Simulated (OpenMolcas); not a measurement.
# Nb³⁺ among point charges: CASSCF levels and susceptibility

How does a field of 5 point charges split the states of Nb³⁺, and what χT follows?

Method: state-averaged CASSCF, spin-orbit coupling by RASSI with atomic mean-field integrals. Code: OpenMolcas 26.06.

1 further run of the same task is left out (it didn't finish).

## (1) What is computed

```
Species                           : Nb³⁺ (niobium, Z = 41, 38 electrons)
Basis                             : ANO-RCC-VDZP [6s5p3d1f], 43 functions
Scalar Hamiltonian                : DKH2, point nucleus
Inactive shells                   : 1s 2s 2p 3s 3p 3d 4s 4p
Active space                      : 2 electrons in 5 orbitals (4d)
Some configurations of this space : 4d²
Orbitals                          : optimised for each spin and parity, averaged over all roots
```

The outer shells:

4d2
```
4d [↑ ][↑ ][  ][  ][  ]
```

The ion sits among 5 point charges of -2 e arranged as a trigonal bipyramid (D3h), 2 Å from the ion, with the axial distance 2.100 Å. The active orbitals were held to one l.

The work runs as a chain of OpenMolcas steps in one folder; each step below is one input file. Labels, J, g values, rates, χT and fits are worked out afterwards by a script from the matrices that RASSI stores.

## (2) One- and two-electron integrals

Input file a.inp:

```
&GATEWAY
Coord
1

Nb 0.0 0.0 0.0
Basis=ANO-RCC-VDZP
Group=NoSym
NoMove
AngMom=0.0 0.0 0.0
AMFI
XField
5 Angstrom 0
2.000000 0.000000 0.000000 -2.000000
-1.000000 1.732051 0.000000 -2.000000
-1.000000 -1.732051 0.000000 -2.000000
0.000000 0.000000 2.100000 -2.000000
0.000000 0.000000 -2.100000 -2.000000
&SEWARD
```

Command:

```
> OMP_NUM_THREADS=1 MOLCAS_MEM=1689 MOLCAS_PROJECT=a pymolcas a.inp > a.log
```

## (3) CASSCF: triplets, 10 roots

Input file a.inp:

```
&RASSCF
FileOrb=start.orb
Symmetry=1
Spin=3
nActEl=2 0 0
Inactive=18
Ras2=5
CIRoot=10 10 1
SDav=10
CIMx=300
Iter=120 100
PrWF=0.3
OrbListing=Nothing
MaxOrb=0
SupSym
1
15 10 11 12 13 14 19 20 21 22 23 32 33 34 35 36
>>> COPY $Project.JobIph JOB001
```

start.orb holds the contracted functions of the basis, ordered by shell, or the orbitals of the step before.

## (4) Reference wave functions, singlets, 15 roots

Input file a.inp:

```
&RASSCF
FileOrb=start.orb
Symmetry=1
Spin=1
nActEl=2 0 0
Inactive=18
Ras2=5
CIRoot=15 15 1
SDav=15
CIMx=300
Iter=120 100
PrWF=0.3
OrbListing=Nothing
MaxOrb=0
SupSym
1
15 10 11 12 13 14 19 20 21 22 23 32 33 34 35 36
>>> COPY $Project.JobIph JOB002
```

## (5) RASSI: spin-orbit coupling between the states

Input file a.inp:

```
&RASSI
NrOfJobIphs=2 10 15
1 2 3 4 5 6 7 8 9 10
1 2 3 4 5 6 7 8 9 10 11 12 13 14 15
IphNames
JOB001
JOB002
EJob
SpinOrbit
DIPRint=1.0
SOCoupling=1000.0
Subsets=2
Property=9
'ANGMOM' 1 'ANGMOM' 2 'ANGMOM' 3 'MLTPL  1' 1 'MLTPL  1' 2 'MLTPL  1' 3
'AMFI' 1 'AMFI' 2 'AMFI' 3
SOProperty=3
'ANGMOM' 1 'ANGMOM' 2 'ANGMOM' 3
```

Before running it: what results should come out? Wanted: spin-free ground state; first state of the same spin within the active space; lowest level; next level.

**Answer**, as computed:

| quantity | value |
| --- | --- |
| method | CASSCF |
| spin-free ground state | 3A2, 1-fold in its orbital part |
| first state of the same spin within the active space | triplet at 4140 cm⁻¹ |
| lowest level | 1-fold A1 |
| next level | 81.8 cm⁻¹ |
| χT at 300 K | 0.76 cm³ K/mol |
| effective moment at 300 K | 2.47 μB |

In words: The spin-free ground state (3A2) comes to 94 % from free-ion F terms and keeps the highest spin of the shell. χT at 300 K is 0.76, against 1.00 cm³ K/mol for the spin alone, so spin-orbit coupling lowers it. The field of point charges can differ much from that of real complexes. This is an electrostatic model: the charges have no orbitals.
